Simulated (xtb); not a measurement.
# C4H3GeS (SMILES [C]#C[C]([GeH3])=C=S) at GFN1-xTB

Aim: an optimisation with harmonic vibrations of C4H3GeS. 

The calculation is run with xtb 6.7.1.

14 further runs of the same task are left out: 14 set aside as unsound or not needed.

## 1. The molecule

C4H3GeS has 9 atoms, charge 0, and is taken as a doublet. SMILES: `[C]#C[C]([GeH3])=C=S`. Geometry: a GFN2-xTB relaxation, a rough one for these elements and not checked as a minimum. The run starts from this shape.

Bond lengths: C1–C2 1.226 Å, C2–C3 1.403 Å, C3–Ge4 1.989 Å, C3–C5 1.306 Å, C5–S6 1.556 Å, Ge4–H7 1.498 Å, Ge4–H8 1.491 Å, Ge4–H9 1.496 Å. Some angles: C1–C2–C3 157.9°, C2–C3–Ge4 116.5°, C2–C3–C5 126.9°, Ge4–C3–C5 116.5°, C3–C5–S6 174.9°, C3–Ge4–H7 107.9°, C3–Ge4–H8 106.3°, C3–Ge4–H9 110.0°, H7–Ge4–H8 111.3°, H7–Ge4–H9 109.1°.

## 2. An optimisation with harmonic vibrations at GFN1-xTB

Input file detailed.inp:

```
$chrg 0
$spin 1
$end
```

Input file input.xyz:

```xyz
9

C      2.21484000    -1.78980000     0.73163000
C      1.53304000    -0.94723000     0.15908000
C      0.63806000     0.12346000     0.01783000
Ge    -1.28600000    -0.34621000    -0.16809000
C      0.93177000     1.39611000     0.00952000
S      1.16540000     2.93275000    -0.07198000
H     -1.69046000    -0.07437000    -1.58429000
H     -1.39683000    -1.79655000     0.15737000
H     -2.10982000     0.50184000     0.74893000
```

Started as:

```sh
$ xtb input.xyz --ohess vtight --gfn1 --input detailed.inp --parallel 1 | tee out.txt
```

**Question.** What will come out? Wanted: total energy at the end; dipole moment; HOMO energy; LUMO energy; dispersion energy; lowest harmonic wavenumber; highest harmonic wavenumber.

Computed results:

Level: GFN1-xTB.

| quantity | value |
| --- | --- |
| total energy at the end | -15.18729 Eh |
| dipole moment | 3.69 D |
| HOMO energy (partly filled) | -10.84 eV |
| LUMO energy | -8.79 eV |
| dispersion energy | -11.55 kJ/mol |
| lowest harmonic wavenumber | 36i cm⁻¹ (imaginary) |
| highest harmonic wavenumber | 2220 cm⁻¹ |

**Reading.** At the final geometry: Bond lengths: C1–C2 1.227 Å, C2–C3 1.394 Å, C3–Ge4 1.986 Å, C3–C5 1.307 Å, C5–S6 1.563 Å, Ge4–H7 1.487 Å, Ge4–H8 1.484 Å, Ge4–H9 1.486 Å. Some angles: C1–C2–C3 161.6°, C2–C3–Ge4 114.8°, C2–C3–C5 137.8°, Ge4–C3–C5 107.4°, C3–C5–S6 167.9°, C3–Ge4–H7 107.9°, C3–Ge4–H8 106.3°, C3–Ge4–H9 109.9°, H7–Ge4–H8 111.2°, H7–Ge4–H9 108.5°. 1 mode is imaginary (lowest 36i cm⁻¹); so small a value may be numerical noise or a very soft motion. Mulliken charges run from -0.13 on C1 to +0.19 on Ge4.
